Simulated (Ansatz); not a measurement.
**C₂H₄BClO₂: basis-set convergence**

An exercise on one series of results from a longer session: the logs are not shown, and one member is left open.

Program: Ansatz 0.2.0, Gaussian basis. Level of theory: one geometry, several basis sets. These are calculated values, not measurements.

Levels to be run: PBE0-D4/def2-SVP; ωB97M-V/def2-SVP; PBE0-D4/def2-QZVPP; ωB97M-V/def2-QZVPP; the functionals' def2-TZVPP values are taken from earlier runs.

## Structure used throughout

All runs share one geometry, relaxed beforehand with PBE0-D4 in a triple-zeta def2 set.

SMILES `CC(=O)OBCl`, 10 atoms, charge 0, spin multiplicity 1.

Atoms are counted from 1 here; the program's logs count them from 0.

Bond lengths: C1–C2 1.491 Å, C1–H7 1.092 Å, C1–H8 1.092 Å, C1–H9 1.087 Å, C2–O3 1.190 Å, C2–O4 1.380 Å, O4–B5 1.361 Å, B5–Cl6 1.745 Å, B5–H10 1.186 Å. Angles: C2–C1–H7 109.7°, C2–C1–H8 109.3°, C2–C1–H9 109.9°, H7–C1–H8 107.0°, H7–C1–H9 110.4°, H8–C1–H9 110.4°, C1–C2–O3 126.8°, C1–C2–O4 110.6°, O3–C2–O4 122.6°, C2–O4–B5 122.1°, O4–B5–Cl6 116.7°, O4–B5–H10 123.0°, Cl6–B5–H10 120.2°.

Set-up of the first run:

The input, in.yaml:

```yaml
crystal:
  periodic: [false, false, false]
  atoms:
    - {symbol: C, position_ang: [0.215049, -1.656577, -0.155992]}
    - {symbol: C, position_ang: [0.585665, -0.230877, 0.073473]}
    - {symbol: O, position_ang: [1.685027, 0.223606, 0.105495]}
    - {symbol: O, position_ang: [-0.541719, 0.534178, 0.292069]}
    - {symbol: B, position_ang: [-0.547793, 1.882392, 0.106698]}
    - {symbol: Cl, position_ang: [-1.981993, 2.737738, 0.612628]}
    - {symbol: H, position_ang: [-0.447924, -1.730394, -1.020518]}
    - {symbol: H, position_ang: [-0.341675, -2.028953, 0.706450]}
    - {symbol: H, position_ang: [1.110985, -2.251197, -0.312878]}
    - {symbol: H, position_ang: [0.347477, 2.469083, -0.404423]}
basis:
  gaussian: {orbitals: def2-SVP}
hamiltonian: {xc: pbe0, dispersion: d4}
output: {orbitals: {seedname: orbitals}}
```

Steps of the session up to this table: PBE0-D4 in def2-SVP; ωB97M-V in def2-SVP; PBE0-D4 in def2-QZVPP; ωB97M-V in def2-QZVPP.

One of the session's tables, all rows but one given; the rest of the session is left out.

It belongs to the step «Density functionals: the series». 

| functional | basis | HOMO (eV) |
| --- | --- | --- |
| PBE0-D4 | def2-SVP | -8.43 |
| PBE0-D4 | def2-TZVPP | -8.54 |
| PBE0-D4 | def2-QZVPP | -8.57 |
| ωB97M-V | def2-SVP | ? |
| ωB97M-V | def2-TZVPP | -10.94 |
| ωB97M-V | def2-QZVPP | -10.97 |

Estimate the missing values for ωB97M-V, def2-SVP.

As computed: HOMO (eV): -10.80. In the column «HOMO (eV)» it lies between ωB97M-V, def2-TZVPP (-10.94) and PBE0-D4, def2-QZVPP (-8.57).
